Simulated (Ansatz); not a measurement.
**La2Pd6, 8 atoms: time against threads and cards**

Wanted: the time that a calculation of elastic constants at LDA takes for La2Pd6, and how the time changes with the share of the machine.

Program: Ansatz 0.2.0 (elastic constants, LDA, plane waves PAW). Host: AMD EPYC 7R13 (Zen 3), 96 cores, 96 hardware threads, 1656 GiB, 8 × H100 80GB HBM3, 81559 MiB; it was booked for these runs alone, one at a time. Each run is timed once from launch to exit, start-up included.

## 1. The system

The cell holds 8 atoms in 148 Å³, 2×1×1 copies of a database cell.

## 2. The reference run

Contents of input.yaml:

```yaml
crystal:
  lattice:
    - [8.405324, 0.000000, 0.000000]
    - [0.000000, 4.202662, 0.000000]
    - [0.000000, 0.000000, 4.202662]
  atoms:
    - { symbol: La, position: [0.000000, 0.000000, 0.000000] }
    - { symbol: Pd, position: [0.250000, 0.000000, 0.500000] }
    - { symbol: Pd, position: [0.000000, 0.500000, 0.500000] }
    - { symbol: Pd, position: [0.250000, 0.500000, 0.000000] }
    - { symbol: La, position: [0.500000, 0.000000, 0.000000] }
    - { symbol: Pd, position: [0.750000, 0.000000, 0.500000] }
    - { symbol: Pd, position: [0.500000, 0.500000, 0.500000] }
    - { symbol: Pd, position: [0.750000, 0.500000, 0.000000] }
kpoints:
  mp_grid: { grid: [3, 6, 6] }
basis: { ecutrho_ratio: 6 }
hamiltonian:
  xc: lda
scf:
  occupations: { method: fermi_dirac, width: 0.05 }
elastic: { mode: clamped_ion }
```

Started as:

```bash
> ansatz run input.yaml --backend cuda --devices 4 --events-out ev --progress --plain --runs-dir out
```

## 3. On 1 GPU, 48 threads

input.yaml is that of step 2.

(Steps that only read results are left out.)

Q: Predict the timings and the best choice. Wanted: reference; fastest over GPUs; speed-up from 1 to 4 GPUs.

**Answer**, as computed:

| quantity | value |
| --- | --- |
| reference | 7.5 s on 4 GPUs, 48 threads |
| fastest over GPUs | 7.5 s on 4 |
| speed-up from 1 to 4 GPUs | 1.2 (30 % efficient) |

In words: Going from 1 to 4 GPUs cuts the time by a factor of 1.2, 30 % of the ideal. In the reference run the eigensolver takes 84 % of the time. The figures hold for this build, input and host.
